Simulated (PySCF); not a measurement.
# [WOF5]−: how tightly the ligands are held

What does it cost to pull a ligand from [WOF5]−? The species was built from a template and needn't be a known compound.

Method: BP86, W def2-SVP with ECP60, O def2-SVP, F def2-SVP; scalar-relativistic core potentials, no spin–orbit coupling; program: PySCF 2.14.0.

2 further runs of the same task are left out: 2 for a known fault of the program.

### Step 1. The system as given

7 atoms, charge -1, spin multiplicity 1.

Bond lengths: W1–O2 1.743 Å, W1–F3 1.909 Å, W1–F4 1.908 Å, W1–F5 1.908 Å, W1–F6 1.977 Å, W1–F7 1.909 Å. Angles: O2–W1–F3 95.0°, O2–W1–F4 94.3°, O2–W1–F5 94.6°, O2–W1–F6 179.5°, O2–W1–F7 94.5°, F3–W1–F4 89.7°, F3–W1–F5 89.5°, F3–W1–F6 85.5°, F3–W1–F7 170.5°, F4–W1–F5 171.0°, F4–W1–F6 85.4°, F4–W1–F7 89.8°, F5–W1–F6 85.7°, F5–W1–F7 89.6°, F6–W1–F7 85.0°.

As a file:

```
W     0.0705   -0.0439    0.0486
O     1.2895   -0.7441    1.0783
F    -0.0540    1.5899    1.0275
F    -1.3905   -0.7454    1.0561
F     1.3219    0.7807   -1.1330
F    -1.3194    0.7335   -1.1223
F    -0.0210   -1.5491   -1.1223
```

Formal oxidation states: W +6. An earlier session relaxed this geometry at BP86, W def2-SVP with ECP60, O def2-SVP, F def2-SVP (singlet, point group C4v).

### Step 2. Rigid scan of O

Atom 2 moves along the line from atom 1; the distance is to the donor, the donors' midpoint or the ring centre. Each point starts from the density of the one before.

```tsv
distance (Å)	energy from the relaxed point (eV)
1.44	3.847
1.54	1.410
1.64	0.293
1.74	0.000
1.84	0.205
1.94	0.699
2.04	1.345
2.19	2.422
```

It took 32 s on 2 threads of Arm Neoverse N1, shared host.

### Step 3. F taken off

The ligand (atom 3) keeps its formal charge and a closed shell where it can; ligand and rest are solved at the complex's geometry, in vacuum, with the settings of the relaxation.

```tsv
part	charge	state	energy (Eh)
complex	-1	singlet	-641.613322
ligand	-1	singlet	-99.684507
rest	0	singlet	-541.633508
```

Run time: 4.4 s. Hardware: 2 threads of Arm Neoverse N1, shared host.

### Step 4. Rigid scan of F

Atom 3 moves along the line from atom 1; the distance is to the donor, the donors' midpoint or the ring centre. Each point starts from the density of the one before.

```tsv
distance (Å)	energy from the relaxed point (eV)
1.61	1.970
1.71	0.721
1.81	0.149
1.91	0.000
2.01	0.107
2.11	0.362
2.31	1.073
2.61	2.195
3.01	3.397
3.51	4.346
```

Run time: 1.8 min. Hardware: 2 threads of Arm Neoverse N1, shared host.

### Step 5. What came out

```
                  quantity       value
stiffness of the O contact  49.8 eV/Å²
              taking off F     8.04 eV
stiffness of the F contact  25.5 eV/Å²
```

Near 1.74 Å the O contact has a stiffness of about 49.8 eV/Å², and the energy stands 2.42 eV higher at 2.19 Å. Taking off F as a fragment of charge -1 costs 8.04 eV. Near 1.91 Å the F contact has a stiffness of about 25.5 eV/Å², and the energy stands 4.35 eV higher at 3.51 Å. The free anion is solved without diffuse functions, no counterpoise correction is made, and the parts aren't relaxed; each of these makes the binding look larger. These are double-zeta-type bases without diffuse functions. Spin–orbit coupling is left out.
